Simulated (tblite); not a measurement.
# C3H7Ge2N: the cost of one run

Computed with tblite 0.8.0 and PySCF 2.14.0, with density-fitted response routines of our own, on a single molecule in the gas phase. Atoms are numbered from 0 throughout.

**1. The molecule as given**

13 atoms, charge 0, multiplicity 1; geometry from: force field or distance geometry start.

Bonds of the start (Å): C0–C1 1.22, C1–Ge2 1.88, Ge2–N3 1.83, N3–C4 1.46, C4–Ge5 1.94, Ge5–Ge2 2.38, C0–H6 1.06, Ge2–H7 1.53, N3–H8 1.05, C4–H9 1.11, C4–H10 1.11, Ge5–H11 1.54, Ge5–H12 1.52.

**2. Geometry optimisation with GFN2-xTB**

What the job is given:

```
{"job": {"kind": "relax", "xc": "GFN2-xTB", "basis": "xTB"}, "charge": 0, "multiplicity": 1}
C      3.369600     0.615800    -0.656600
C      2.222200     0.219100    -0.733700
Ge     0.460500    -0.423000    -0.818400
N     -0.328900    -0.812600     0.780800
C     -1.691700    -0.626900     0.305900
Ge    -1.172100     1.178700    -0.164700
H      4.358100     0.990100    -0.595200
H      0.124000    -1.309200    -2.016400
H     -0.186900    -1.775900     1.170900
H     -1.997600    -1.280700    -0.535800
H     -2.472600    -0.689000     1.095800
H     -0.802900     2.069100     1.032600
H     -1.886000     1.845200    -1.327800
```

The run is started by

```sh
OMP_NUM_THREADS=1 python probes_run.py task.json out
```

The driver reads the jobs from task.json and runs them one after another.

**Question.** How long does this first job take on 1 thread of Arm Neoverse N1, shared host, and how much memory does it need?

About 1.3 s, with a peak of 0.18 GiB.
